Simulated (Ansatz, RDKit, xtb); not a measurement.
**C5H5N3S: ranking a sample of isomers**

A sample of isomers of C5H5N3S is drawn. Aim: find which of them has the lowest free energy at 298.15 K, then its properties. The sample is small against all isomers, and the most stable one of this formula need not be in it.

Plan: many cheap relaxations first (GFN2-xTB), then density-functional screening, relaxation at r2SCAN-D4/def2-SVP, vibrations (at GFN2-xTB) and a final energy. The numbers are computed, not measured.

### 1 Candidates

Isomers were taken from a list of plausible structures; this is a sample, not all of them. That gives 6 candidates.

| label | SMILES | spin |
| --- | --- | --- |
| c006 | CSc1n[nH]cc1C#N | singlet |
| c125 | CC(=S)c1cncnn1 | singlet |
| c354 | N#Cc1cnsc1CN | singlet |
| c380 | N#CCCc1ncns1 | singlet |
| c681 | CC(=S)c1ncncn1 | singlet |
| c724 | CCc1nsc(C#N)n1 | singlet |

Candidates are built by distance geometry, with a force field where one applies, in up to four conformers (letters a to d).

Q: Predict the outcome of this search (final energies at CCSD(T)/def2-SVP + MP2/def2-TZVPP - MP2/def2-SVP).

| quantity | value |
| --- | --- |
| lowest structure found | N#CCCc1ncns1, singlet |
| next finalist | CCc1nsc(C#N)n1, singlet, 3.2 kcal/mol higher in G |
| share at equilibrium, among the finalists | 99.5 % |

The lowest structure found is `N#CCCc1ncns1`. Among the finalists first place is clear (3.2 kcal/mol); structures outside the list aren't covered. GFN2-xTB, r2SCAN-D4/def2-SVP, r2SCAN-D4/def2-SVP, relaxed and HF/def2-SVP favour the singlet CC(=S)c1ncncn1; HF/STO-3G and MP2/def2-SVP favour the singlet CCc1nsc(C#N)n1. Lowest found is not proven lowest: the search is finite, and each finalist counts with one conformer. Only 6 drawn patterns were tried, so whole families of isomers are missing, and the result ranks this sample alone.
